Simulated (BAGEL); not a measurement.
# [SiAsNH5]− (SMILES N[SiH-][AsH2]): HF/STO-3G (density fitting with qzvpp-jkfit)

Aim: the energy change on altering one bond length of [SiAsNH5]− at HF/STO-3G (density fitting with qzvpp-jkfit), from 2 runs. 

The results are computed with BAGEL 1.2.2.

3 further runs of the same task are left out: 3 that didn't finish.

## 1. The system as given

[SiAsNH5]−: 8 atoms, total charge -1, spin state singlet. SMILES: `N[SiH-][AsH2]`. Geometry: a GFN2-xTB relaxation, a rough one for these elements and not checked as a minimum. This is one conformer, not always the lowest.

Bond lengths: N1–Si2 1.830 Å, Si2–As3 2.343 Å, N1–H4 1.015 Å, N1–H5 1.013 Å, Si2–H6 1.547 Å, As3–H7 1.524 Å, As3–H8 1.538 Å. Angles: N1–Si2–As3 98.9°, N1–Si2–H6 94.7°, As3–Si2–H6 95.3°, Si2–N1–H4 110.1°, Si2–N1–H5 110.2°, Si2–As3–H7 88.8°, Si2–As3–H8 93.0°, H4–N1–H5 105.8°, H7–As3–H8 88.0°.

## 2. A single-point energy at HF/STO-3G (density fitting with qzvpp-jkfit)

The input, input.json:

```json
{ "bagel" : [

{
  "title" : "molecule",
  "basis" : "sto-3g",
  "df_basis" : "qzvpp-jkfit",
  "angstrom" : true,
  "geometry" : [
    { "atom" : "N", "xyz" : [   -0.838070,    0.864470,   -1.043310 ] },
    { "atom" : "Si", "xyz" : [    0.181640,    0.666620,    0.462990 ] },
    { "atom" : "As", "xyz" : [    0.693570,   -1.610740,    0.259590 ] },
    { "atom" : "H", "xyz" : [   -1.797180,    0.592360,   -0.853060 ] },
    { "atom" : "H", "xyz" : [   -0.876200,    1.839720,   -1.313450 ] },
    { "atom" : "H", "xyz" : [    1.486170,    1.165940,   -0.201560 ] },
    { "atom" : "H", "xyz" : [    1.593010,   -1.483900,    1.483590 ] },
    { "atom" : "H", "xyz" : [   -0.442930,   -2.034460,    1.205200 ] }
  ]
},
{ "title" : "hf", "charge" : -1 },
{ "title" : "print", "file" : "orbitals.molden", "orbitals" : true }

]}
```

The run is started by

```
BAGEL_NUM_THREADS=1 BAGEL input.json > input.out
```

The log of the run:

```text
* using 1 threads per process

  ===============================================================
  ===============================================================

  *** Geometry ***

  { "atom" : "N", "xyz" : [     -1.583723,      1.633612,     -1.971570 ] },
  { "atom" : "Si", "xyz" : [      0.343250,      1.259729,      0.874924 ] },
  { "atom" : "As", "xyz" : [      1.310657,     -3.043857,      0.490554 ] },
  { "atom" : "H", "xyz" : [     -3.396178,      1.119398,     -1.612050 ] },
  { "atom" : "H", "xyz" : [     -1.655778,      3.476567,     -2.482061 ] },
  { "atom" : "H", "xyz" : [      2.808454,      2.203307,     -0.380893 ] },
  { "atom" : "H", "xyz" : [      3.010353,     -2.804165,      2.803579 ] },
  { "atom" : "H", "xyz" : [     -0.837016,     -3.844572,      2.277498 ] },

  Number of auxiliary basis functions:      561

  Since a DF basis is specified, we compute 2- and 3-index integrals:
    o Being stored without compression. Storage requirement is 0.006 GB

  Number of basis functions:       37
  Number of electrons      :       59

    * METHOD: MOLECULE                             0.23

  *** RHF ***

  === Nuclear Repulsion ===
   237.7025815355

      * DIIS with orbital gradients will be used.

  === RHF iteration (sto-3g) ===
      0      -2551.31948065          0.00981025           0.05
      1      -2551.36549282          0.00223598           0.04
      2      -2551.36809384          0.00047518           0.04
      3      -2551.36831666          0.00008827           0.04
      4      -2551.36832779          0.00001667           0.04
      5      -2551.36832820          0.00000264           0.04
      6      -2551.36832821          0.00000035           0.04
      7      -2551.36832821          0.00000005           0.04
      8      -2551.36832821          0.00000001           0.04
    * SCF iteration converged.

    * Permanent dipole moment:
           (    0.192759,     0.821741,    -0.403681) a.u.

    * METHOD: HF                                   0.52

    * METHOD: PRINT                                0.00

  ===============================================================
```

It took 0.93 s on 1 thread of Arm Neoverse V2, shared host; peak memory 0.081 GiB.

## 3. The distorted shape, same level

The input, job.json:

```json
{ "bagel" : [

{
  "title" : "molecule",
  "basis" : "sto-3g",
  "df_basis" : "qzvpp-jkfit",
  "angstrom" : "true",
  "geometry" : [
    { "atom" : "N", "xyz" : [      -0.973011,       0.845440,      -1.226945 ] },
    { "atom" : "Si", "xyz" : [       0.046699,       0.647590,       0.279355 ] },
    { "atom" : "As", "xyz" : [       0.558629,      -1.629770,       0.075955 ] },
    { "atom" : "H", "xyz" : [      -1.932121,       0.573330,      -1.036695 ] },
    { "atom" : "H", "xyz" : [      -1.011141,       1.820690,      -1.497085 ] },
    { "atom" : "H", "xyz" : [       1.351229,       1.146910,      -0.385195 ] },
    { "atom" : "H", "xyz" : [       1.593010,      -1.483900,       1.483590 ] },
    { "atom" : "H", "xyz" : [      -0.577871,      -2.053490,       1.021565 ] }
  ]
},

{ "title" : "hf", "charge" : -1 },

{ "title" : "print", "file" : "orbitals.molden", "orbitals" : "true" }

]}
```

The run is started by

```
BAGEL_NUM_THREADS=1 BAGEL job.json > job.out
```

The log of the run:

```text
* using 1 threads per process

  ===============================================================
  ===============================================================

  *** Geometry ***

  { "atom" : "N", "xyz" : [     -1.838724,      1.597650,     -2.318590 ] },
  { "atom" : "Si", "xyz" : [      0.088248,      1.223768,      0.527904 ] },
  { "atom" : "As", "xyz" : [      1.055656,     -3.079819,      0.143534 ] },
  { "atom" : "H", "xyz" : [     -3.651180,      1.083437,     -1.959070 ] },
  { "atom" : "H", "xyz" : [     -1.910780,      3.440605,     -2.829081 ] },
  { "atom" : "H", "xyz" : [      2.553453,      2.167346,     -0.727913 ] },
  { "atom" : "H", "xyz" : [      3.010353,     -2.804165,      2.803579 ] },
  { "atom" : "H", "xyz" : [     -1.092018,     -3.880534,      1.930478 ] },

  Number of auxiliary basis functions:      561

  Since a DF basis is specified, we compute 2- and 3-index integrals:
    o Being stored without compression. Storage requirement is 0.006 GB

  Number of basis functions:       37
  Number of electrons      :       59

    * METHOD: MOLECULE                             0.23

  *** RHF ***

  === Nuclear Repulsion ===
   236.0231820075

      * DIIS with orbital gradients will be used.

  === RHF iteration (sto-3g) ===
      0      -2551.29283742          0.00972130           0.04
      1      -2551.33773125          0.00224154           0.04
      2      -2551.34038595          0.00048249           0.04
      3      -2551.34061975          0.00008840           0.04
      4      -2551.34063120          0.00001817           0.04
      5      -2551.34063171          0.00000336           0.04
      6      -2551.34063173          0.00000064           0.04
      7      -2551.34063173          0.00000015           0.04
      8      -2551.34063173          0.00000004           0.04
      9      -2551.34063173          0.00000001           0.04
    * SCF iteration converged.

    * Permanent dipole moment:
           (    0.305316,     0.816884,    -0.273341) a.u.

    * METHOD: HF                                   0.56

    * METHOD: PRINT                                0.00

  ===============================================================
```

It took 0.95 s on 1 thread of Arm Neoverse V2, shared host; peak memory 0.081 GiB.

## 4. Outcome

Level: HF/STO-3G (density fitting with qzvpp-jkfit).

```
                                                              quantity           value
                                             first shape: total energy  -2551.36833 Eh
                                              first shape: HOMO energy         2.60 eV
                                              first shape: LUMO energy        16.83 eV
    first shape: HOMO–LUMO gap (to an unbound level, set by the basis)        14.23 eV
                                         distorted shape: total energy  -2551.34063 Eh
                                          distorted shape: HOMO energy         2.56 eV
                                          distorted shape: LUMO energy        15.06 eV
distorted shape: HOMO–LUMO gap (to an unbound level, set by the basis)        12.50 eV
    energy change with the As3–H7 bond stretched from 1.524 to 1.753 Å        0.754 eV
```

**Reading.** With the As3–H7 bond stretched from 1.524 to 1.753 Å the energy rises by 0.75 eV (72.7 kJ/mol). The first shape isn't relaxed at this level, so the change isn't measured from a minimum. The minimal basis adds a large error of its own. The HOMO (first shape) lies at positive energy, 2.60 eV: the electron is unbound at this level or held by a compact basis; values depend on the basis. The HOMO (distorted shape) lies at positive energy, 2.56 eV: the electron is unbound at this level or held by a compact basis; values depend on the basis.
